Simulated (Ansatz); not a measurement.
AsF2H5Si2, SMILES F[SiH2][AsH][SiH2]F, a single point in a Gaussian basis

Program: Ansatz 0.2.0, Python API.

Notebook, run cell by cell (the value of a cell's last expression is shown):

```python
from pathlib import Path

import ansatz
import numpy as np
import pandas as pd
```

```python
geometry_ang = [
    ("F", [-2.2029, -0.3564, -1.1841]),
    ("Si", [-1.6082, 0.4589, 0.1667]),
    ("As", [-0.0253, -0.8626, 1.2326]),
    ("Si", [1.5231, -0.5368, -0.4657]),
    ("F", [1.038, -1.387, -1.8387]),
    ("H", [-0.9912, 1.7249, -0.2563]),
    ("H", [-2.7128, 0.7417, 1.095]),
    ("H", [0.5256, 0.3447, 2.0595]),
    ("H", [2.839, -1.0237, -0.0264]),
    ("H", [1.6148, 0.8962, -0.7826]),
]
geometry = ansatz.Crystal.molecule()
for symbol, xyz in geometry_ang:
    geometry = geometry.atom(symbol, xyz)

calc = (
    geometry.calculation()
    .basis(gaussian="6-31G*")
    .functional("pbe")
    .forces()
    .orbitals()
)
print(calc.to_yaml())
out = calc.run(threads=1, backend="cpu", runs_dir="out")
data = out.report
```

    crystal:
      periodic: [false, false, false]
      atoms:
        - { symbol: F, position_ang: [-2.2029, -0.3564, -1.1841] }
        - { symbol: Si, position_ang: [-1.6082, 0.4589, 0.1667] }
        - { symbol: As, position_ang: [-0.0253, -0.8626, 1.2326] }
        - { symbol: Si, position_ang: [1.5231, -0.5368, -0.4657] }
        - { symbol: F, position_ang: [1.038, -1.387, -1.8387] }
        - { symbol: H, position_ang: [-0.9912, 1.7249, -0.2563] }
        - { symbol: H, position_ang: [-2.7128, 0.7417, 1.095] }
        - { symbol: H, position_ang: [0.5256, 0.3447, 2.0595] }
        - { symbol: H, position_ang: [2.839, -1.0237, -0.0264] }
        - { symbol: H, position_ang: [1.6148, 0.8962, -0.7826] }
    basis:
      gaussian:
        orbitals: "6-31G*"
    hamiltonian:
      xc: pbe
    output:
      orbitals: {}
      forces: true

```python
type(out).__name__, type(data).__name__
```

    ('RunOutcome', 'dict')

```python
sorted(key for key in data if key.endswith("_ev"))
```

    ['free_energy_ev', 'reference_energy_ev']

```python
data["free_energy_ev"]
```

    -82083.34417589409

```python
print(f"E = {data['free_energy_ev']:.6f} eV = {data['free_energy_ev'] / 27.211386246:.7f} Ha")
print("converged:", data["converged"], " doubts:", data["published_state_doubts"] or "none")
```

    E = -82083.344176 eV = -3016.5072604 Ha
    converged: True  doubts: none

```python
state = data["mean_field"]["state"]
print(f"mean field: {state['energy']['hartree']:.7f} Ha, <S^2> = {abs(state['spin_squared']):.4f}, stability: {state.get('stability', {}).get('kind')}")

symbols = [site.symbol for site in geometry.cartesian_sites]
forces = np.array(data["forces_ev_ang"])
print("largest force", round(float(np.linalg.norm(forces, axis=1).max()), 4), "eV/A, rms", round(float(np.sqrt((forces ** 2).mean())), 4))
```

    mean field: -3016.5072604 Ha, <S^2> = 0.0000, stability: minimum
    largest force 1.7836 eV/A, rms 0.6878

```python
charges = data["charge_distribution"]
table = pd.DataFrame({"atom": symbols, "mulliken": charges["mulliken_charges_e"], "lowdin": charges["lowdin_charges_e"]})
print(table.round(3).to_string())
print("dipole (e A):", np.round(charges["dipole_moment_e_ang"], 4) + 0.0)
```

      atom  mulliken  lowdin
    0    F    -0.338  -0.131
    1   Si     0.535   0.290
    2   As    -0.247  -0.206
    3   Si     0.535   0.290
    4    F    -0.338  -0.131
    5    H    -0.052  -0.049
    6    H    -0.044  -0.050
    7    H     0.045   0.085
    8    H    -0.044  -0.050
    9    H    -0.052  -0.049
    dipole (e A): [0.2026 0.385  0.3966]

```python
lines = Path(data["orbitals_path"]).read_text().splitlines()
field_of = lambda key: [line.split("=")[1].strip() for line in lines if line.startswith(key)]
orbitals = [(27.211386 * float(e), s, float(n)) for e, s, n in zip(field_of("Ene="), field_of("Spin="), field_of("Occup="))]
homo = max(e for e, _, n in orbitals if n > 0.5)
lumo = min(e for e, _, n in orbitals if n < 0.5)
for e, spin, n in sorted(orbitals):
    if homo - 15 < e < lumo + 5:
        print(f"{spin:6s} {e:10.3f} eV  occupation {n:.0f}")
```

    Alpha     -16.416 eV  occupation 2
    Alpha     -13.560 eV  occupation 2
    Alpha     -12.948 eV  occupation 2
    Alpha     -10.640 eV  occupation 2
    Alpha     -10.574 eV  occupation 2
    Alpha     -10.289 eV  occupation 2
    Alpha      -9.931 eV  occupation 2
    Alpha      -9.829 eV  occupation 2
    Alpha      -9.548 eV  occupation 2
    Alpha      -8.659 eV  occupation 2
    Alpha      -8.472 eV  occupation 2
    Alpha      -8.207 eV  occupation 2
    Alpha      -7.311 eV  occupation 2
    Alpha      -6.483 eV  occupation 2
    Alpha      -1.427 eV  occupation 0
    Alpha      -0.945 eV  occupation 0
    Alpha      -0.349 eV  occupation 0
    Alpha      -0.307 eV  occupation 0
    Alpha      -0.130 eV  occupation 0
    Alpha       0.924 eV  occupation 0
    Alpha       1.789 eV  occupation 0
    Alpha       2.078 eV  occupation 0

Notes:
- Total energies depend on the basis set; only differences at equal settings carry meaning.
- The geometry is a force-field or estimated start, not a minimum of this method, and the basis set is short of its limit.
- The Löwdin charges here are taken after orthogonalising the functions within each atom; they differ from plain Löwdin charges, and their signs can be unphysical.
- Alpha marks a spatial orbital of a restricted run, filled by both spins.
- Levels such as HOMO and LUMO are orbital energies: with these approximate functionals they aren't the ionisation energy and electron affinity, and their gap isn't the fundamental gap.
- Hardware and time: 4.4 s on 1 thread of AMD EPYC 7B13 (Zen 3) (shared host), peak memory 0.27 GiB.
